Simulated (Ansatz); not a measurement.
# CH3AlOZn: rigid scan of one bond length, by script

How does the energy of CH3AlOZn change as one bond is stretched? A script is to give a rigid scan of one bond length; the system is CH3AlOZn. SMILES: [CH2]1[O][Zn][AlH]1.

Computed with the Python package of Ansatz 0.2.0. Level of theory: CAM-B3LYP/def2-SVP.

## (1) The system

Bond lengths: C1–O2 1.382 Å, C1–Al4 1.974 Å, Zn3–Al4 2.469 Å, C1–H5 1.094 Å, C1–H6 1.180 Å, Al4–H7 1.564 Å. Angles: O2–C1–Al4 110.4°, O2–C1–H5 110.9°, O2–C1–H6 105.6°, Al4–C1–H5 113.2°, Al4–C1–H6 110.8°, H5–C1–H6 105.6°, C1–Al4–Zn3 59.0°, C1–Al4–H7 136.7°, Zn3–Al4–H7 134.4°.

The script reads ch3alozn.xyz:

```xyz
7

C    -0.52100    0.37050    0.22380
O     0.37730    1.30170    0.71000
Zn    0.92820   -0.73900    1.50420
Al    0.40950   -0.95970   -0.89940
H    -1.09610   -0.08010    1.03860
H    -1.30120    0.98390   -0.41390
H     1.26470   -0.94520   -2.20900
```

## (2) The script

Contents of ch3alozn.py:

```python
"""Stretching a bond of CH3AlOZn, the rest held rigid."""

import ansatz
import numpy as np

BASIS_SET = "def2-SVP"
XC = "CAM-B3LYP"


def main() -> None:
    mol = ansatz.Crystal.molecule_from_extxyz("ch3alozn.xyz")

    symbols = [site.symbol for site in mol.cartesian_sites]
    start = np.array([site.position_ang for site in mol.cartesian_sites])
    axis = (start[4] - start[0]) / np.linalg.norm(start[4] - start[0])
    moving = [4]
    lengths, energies = [0.93, 1.01, 1.09, 1.2, 1.37, 1.64, 1.97, 2.41], []
    for length in lengths:
        xyz = start.copy()
        xyz[moving] += (length - np.linalg.norm(start[4] - start[0])) * axis
        point = ansatz.Crystal.molecule()
        for symbol, place in zip(symbols, xyz):
            point = point.atom(symbol, place.tolist())
        base = (
            point.calculation()
            .basis(gaussian=BASIS_SET)
            .functional(XC)
        )
        rep = base.run(threads=1).report
        energies.append(rep["free_energy_ev"])
        print(f"r = {length:6.3f} A  E = {energies[-1]:.5f} eV  <S^2> = {abs(rep['mean_field']['state']['spin_squared']):.3f}")

    print("energy above the lowest point (eV):", [round(e - min(energies), 3) for e in energies])


if __name__ == "__main__":
    main()
```

## (3) The input behind the calls

The engine receives this input (first run):

```yaml
crystal:
  periodic: [false, false, false]
  atoms:
    - { symbol: C, position_ang: [-0.521, 0.3705, 0.2238] }
    - { symbol: O, position_ang: [0.3773, 1.3017, 0.71] }
    - { symbol: Zn, position_ang: [0.9282, -0.739, 1.5042] }
    - { symbol: Al, position_ang: [0.4095, -0.9597, -0.8994] }
    - { symbol: H, position_ang: [-1.0097154000781818, -0.01241629155838754, 0.9162105511801468] }
    - { symbol: H, position_ang: [-1.3012, 0.9839, -0.4139] }
    - { symbol: H, position_ang: [1.2647, -0.9452, -2.209] }
basis:
  gaussian:
    orbitals: def2-SVP
hamiltonian:
  xc: cam_b3lyp
```

## (4) Running it

Command:

```sh
> python ch3alozn.py
```

What it wrote:

```text
r =  0.930 A  E = -58135.62875 eV  <S^2> = 0.000
r =  1.010 A  E = -58136.18222 eV  <S^2> = 0.000
r =  1.090 A  E = -58136.38993 eV  <S^2> = 0.000
r =  1.200 A  E = -58136.34357 eV  <S^2> = 0.000
r =  1.370 A  E = -58135.91986 eV  <S^2> = 0.000
r =  1.640 A  E = -58135.05789 eV  <S^2> = 0.000
r =  1.970 A  E = -58134.14818 eV  <S^2> = 0.000
r =  2.410 A  E = -58133.21723 eV  <S^2> = 0.000
energy above the lowest point (eV): [0.761, 0.208, 0.0, 0.046, 0.47, 1.332, 2.242, 3.173]
```

Run time: 18 s. Hardware: 1 thread of Intel Xeon 6975P-C (Granite Rapids), shared host; peak memory 0.28 GiB.

## (5) What changed from run to run

The engine's inputs for some of the other runs:

Run 3, against run 1:

```diff
@@ -8 +8 @@
-    - { symbol: H, position_ang: [-1.0097154000781818, -0.01241629155838754, 0.9162105511801468] }
+    - { symbol: H, position_ang: [-1.0937954689088367, -0.0782943632243467, 1.0353349470821076] }
```

Run 4, against run 1:

```diff
@@ -8 +8 @@
-    - { symbol: H, position_ang: [-1.0097154000781818, -0.01241629155838754, 0.9162105511801468] }
+    - { symbol: H, position_ang: [-1.1516005162299119, -0.12358553749469356, 1.1172329692647054] }
```

Run 7, against run 1:

```diff
@@ -8 +8 @@
-    - { symbol: H, position_ang: [-1.0097154000781818, -0.01241629155838754, 0.9162105511801468] }
+    - { symbol: H, position_ang: [-1.5562358474774387, -0.44062375738712195, 1.6905191245428917] }
```

Lines on the test bed's own set-up are left out of the output.

## (6) The runs side by side

From the records of these 8 runs:

| run | distance (Å) | energy from run 3 (eV) | SCF cycles | CPU time (s) |
| --- | --- | --- | --- | --- |
| 1 | 0.93 | 0.7612 | 21 | 2.1 |
| 2 | 1.01 | 0.2077 | 20 | 2.1 |
| 3 | 1.09 | 0.0000 | 23 | 2.2 |
| 4 | 1.20 | 0.0464 | 23 | 2.2 |
| 5 | 1.37 | 0.4701 | 23 | 2.2 |
| 6 | 1.64 | 1.3320 | 23 | 2.3 |
| 7 | 1.97 | 2.2417 | 23 | 2.4 |
| 8 | 2.41 | 3.1727 | 24 | 2.3 |

## (7) What came out

| quantity | value |
| --- | --- |
| runs compared | 8 |
| range of energy | 3.173 eV |
| lowest point, distance (Å) | 1.09 |

The curve has its lowest point inside the range, at 1.09. The ends stand 0.761 and 3.17 eV above it. The distance scanned is the script's pair 0, 4. Notes:
- The rest of the molecule is held rigid at a force-field or estimated start geometry, and the basis set is modest; single-reference methods fail as a bond breaks.
- The orbitals are restricted, so S² is zero by construction.
- Toward dissociation an unrestricted state lies under the restricted one, by 1 to 2 eV or more.
